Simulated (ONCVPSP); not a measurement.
# Fluorine: generating and testing an ONCV potential

Aim: build the potential from the settings below, then test how well it stands in for the atom: other configurations, scattering, ghost states and the plane-wave cutoff that it needs.

The numbers are computed with ONCVPSP 4.0.1 (PBE, scalar-relativistic, spin-unpolarised reference atom).

### Step 1. The atom and the settings

Typed settings, in words:

| Property | Result |
| --- | --- |
| element | fluorine (F, Z = 9) |
| type | optimised norm-conserving Vanderbilt (ONCV) |
| frozen core | [He] |
| valence charge | 7 |
| reference configuration | 2s2 2p5 |
| partial waves | 2s: rc 0.65 bohr, ncon 3, nbas 7, qcut 11 1/bohr, 2 projectors, debl 1.7 Ha; 2p: rc 1.25 bohr, ncon 3, nbas 7, qcut 9.4 1/bohr, 2 projectors, debl 3.4 Ha; d scattering state at 0.08 Ha: rc 1.40 bohr, ncon 4, nbas 7, qcut 5.8 1/bohr, 2 projectors, debl 3.9 Ha |
| local potential | polynomial inside 0.55 bohr (lpopt 5, dvloc0 1 Ha) |
| core correction | not asked for |

The nodes and maxima of the atom's own shells, from an earlier all-electron run, set the scale for the radii.

All-electron outer shells of the reference configuration (PBE, scalar-relativistic, ld1.x):

```tsv
shell	level (eV)	outermost node (bohr)	outermost maximum (bohr)
1s	-663.37	–	0.11
2s	-29.90	0.24	0.76
2p	-11.11	–	0.71
```

### Step 2. The generation run

Contents of F.dat:

```
# ATOM AND REFERENCE CONFIGURATION
# atsym  z   nc   nv     iexc    psfile
  F 9.00    1    2        4      upf
#
#   n    l    f
    1    0    2.00
    2    0    2.00
    2    1    5.00
#
# PSEUDOPOTENTIAL AND OPTIMIZATION
# lmax
    2
#
#   l,   rc,      ep,       ncon, nbas, qcut
    0    0.65    0.00    3    7   11.00
    1    1.25    0.00    3    7    9.40
    2    1.40    0.08    4    7    5.80
#
# LOCAL POTENTIAL
# lloc, lpopt,  rc(5),   dvloc0
    4    5    0.55    1.00
#
# VANDERBILT-KLEINMAN-BYLANDER PROJECTORs
# l, nproj, debl
    0    2    1.70
    1    2    3.40
    2    2    3.90
#
# MODEL CORE CHARGE
# icmod, fcfact, rcfact
    0    0.00    0.00
#
# LOG DERIVATIVE ANALYSIS
# epsh1, epsh2, depsh
   -3.00    5.00    0.02
#
# OUTPUT GRID
# rlmax, drl
    6.00    0.01
#
# TEST CONFIGURATIONS
# ncnf
    4
# nvcnf
#   n    l    f
    2
    2    0    2.00
    2    1    4.00
#
    2
    2    0    2.00
    2    1    3.00
#
    2
    2    0    2.00
    2    1    2.00
#
    2
    2    0    2.00
    2    1    1.00
#
```

Run with:

```console
$ oncvpsp.x < F.dat > F.out
```

Q: Predict the outcome of this session. Wanted: cutoffs for 1 and 0.1 mHa per electron, occupied waves; bound ghosts; GHOST(+) flags; largest test error; largest phase difference near zero energy, channels read.

**Answer**, as computed:

| quantity | value |
| --- | --- |
| cutoffs for 1 and 0.1 mHa per electron, occupied waves | 54 Ha and 110 Ha |
| bound ghosts | none found |
| GHOST(+) flags | d at 131 eV |
| largest test error (AE − PS) | +2256 meV, for 2s2 2p1 |
| largest phase difference near zero energy, channels read | 0.000 rad |

**Reading.** The worst unpolarised test, 2s2 2p1, is off by 2256 meV on 204.2 eV; by total energies transferability rates as poor. That test lies far up in energy; among those under 40 eV, nearer to bonding, the largest error is 27 meV. The potential is hard: the looser tolerance needs 54 Ha. At the looser tolerance the 2s wave is the slowest; 2p needs 35 Ha. No bound ghost shows below the valence levels. Near zero energy the phases of the channels with partial waves agree within 0.001 rad. The program also flags highly localised states, GHOST(+) (d). These are tests on the free atom; a crystal test is still owed.
